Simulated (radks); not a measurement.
# Ru²⁺ in [Ar] 3d10 4s2 4p5.75 4d6.25: an all-electron calculation

One table from this session's results is given with a row withheld; the runs are named, their logs left out.

Program: radks (a radial shooting solver on a logarithmic mesh, Libxc functionals) version 1. Level of theory: Dirac Kohn-Sham, BLYP, spin-unpolarised, spherical densities, finite nucleus; open shells are shared between the two j in proportion to 2j + 1. These are calculated values, not measurements, unless marked.

### What is computed

- element: ruthenium (Z = 44)
- charge: +2
- electrons: 42
- configuration: [Ar] 3d10 4s2 4p5.75 4d6.25
- nuclear rms radius: 4.4809 fm

Set-up of the first run:

The run's settings:

```text
Z 44
configuration [Ar] 3d10 4s2 4p5.75 4d6.25
relativity Dirac
functional b88,lyp
spin unpolarised
j_filling average
nucleus finite rms 4.4809 fm
c 137.035999084
```

One of the session's tables, all rows but one given; the rest of the session is left out.

It belongs to the step «Radial structure». From the orbitals of this run (lengths in bohr):

```
level      <r>  outermost maximum (interpolated)  90 % within  nodes
1s1/2  0.03343                            0.0217       0.0599      0
2s1/2   0.1453                             0.123        0.225      1
2p1/2   0.1236                            0.0955        0.202      0
2p3/2   0.1284                            0.0994        0.209      0
3s1/2   0.4026                             0.362        0.594      2
3p1/2   0.3957                             0.349        0.598      1
3p3/2   0.4064                             0.358        0.613      1
3d3/2   0.3821                             0.299        0.609      0
3d5/2   0.3856                             0.302        0.614      0
4s1/2    1.014                             0.913         1.47      3
4p1/2    1.098                             0.963         1.62      2
4p3/2    1.128                             0.988         1.67      2
4d3/2    1.516                              1.18         2.39      1
4d5/2        ?                                 ?            ?      ?
```

**Question.** Estimate the row for 4d5/2.

As computed: <r>: 1.532; outermost maximum (interpolated): 1.19; 90 % within: 2.42; nodes: 1. In the column «<r>» it is the highest.
